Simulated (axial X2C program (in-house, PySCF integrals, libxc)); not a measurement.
# WBr: properties at the nuclei

Aim: properties at the nuclei of WBr, with spin–orbit coupling in the Hamiltonian from the start.

Method: two-component X2C with atomic mean-field terms, W dyall-acv3z, Br dyall-acv3z; program: an in-house X2C program for linear molecules on PySCF integrals.

All values are calculated.

### 1 The job

Contents of task.json:

```json
{
 "zs": [
  74,
  35
 ],
 "q": 0,
 "bas": [
  "dyall-acv3z",
  "dyall-acv3z"
 ],
 "r0": 2.51,
 "levels": [
  "PBE0",
  "HF",
  "B3LYP"
 ],
 "nst": 1,
 "ff": 1,
 "thr": -2.0,
 "nmax": 130,
 "opt": {
  "ecut": 60
 }
}
```

Keys: zs atomic numbers; q charge; bas basis sets; r0 starting distance in Å; levels methods (HF also brings MP2); nst determinants followed; ff finite-field run; thr threshold in hartree for freezing inner shells (an s shell follows its p shell); nmax most natural virtual spinors; ecut virtual cutoff in hartree.

Command:

```console
> python soeom.py task.json out
```

After this run come: Expectation values, lowest determinant; Finite-field coupled cluster.

What does the calculation give? Wanted: lowest determinant; Eeff magnitude; Ws magnitude W; A∥/gI W; qzz W (for each run or level that gives them).

As calculated:

| quantity | value |
| --- | --- |
| lowest determinant | Ω = 5/2 (excess of +ω over −ω: ω = 5/2) |
| Eeff magnitude (GV/cm), PBE0 | 20.8 |
| Ws magnitude W (kHz), PBE0 | 8.71 |
| A∥/gI W (MHz), PBE0 | 1950 |
| qzz W (a.u.), PBE0 | 0.35 |
| Eeff magnitude (GV/cm), CCSD(T) | 22.7 |
| Ws magnitude W (kHz), CCSD(T) | 9.6 |
| A∥/gI W (MHz), CCSD(T) | 1520 |
| qzz W (a.u.), CCSD(T) | -1.03 |

What this shows: In the first state, the effective field runs from 20.8 to 27.1 GV/cm over the mean-field levels. The expectation values come from single determinants, which for open shells can mix terms of unlike spin or miss the lowest Ω, so a determinant need not be a state. Eeff is the effective electric field on the electron dipole moment in this Ω state and Ws the scalar–pseudoscalar constant (defined with the proton number Z and per Ω); A∥ is the parallel hyperfine constant, which follows by multiplying with the nuclear g factor gI = μI/(I μN); qzz is the electric field gradient, eQq0 = 234.96 MHz × Q/barn × qzz; μ is positive if Br is the positive end. The operators were transformed with the bare-nucleus X2C matrices. Correlation of the inner shells is missing, which matters for properties at the nucleus.
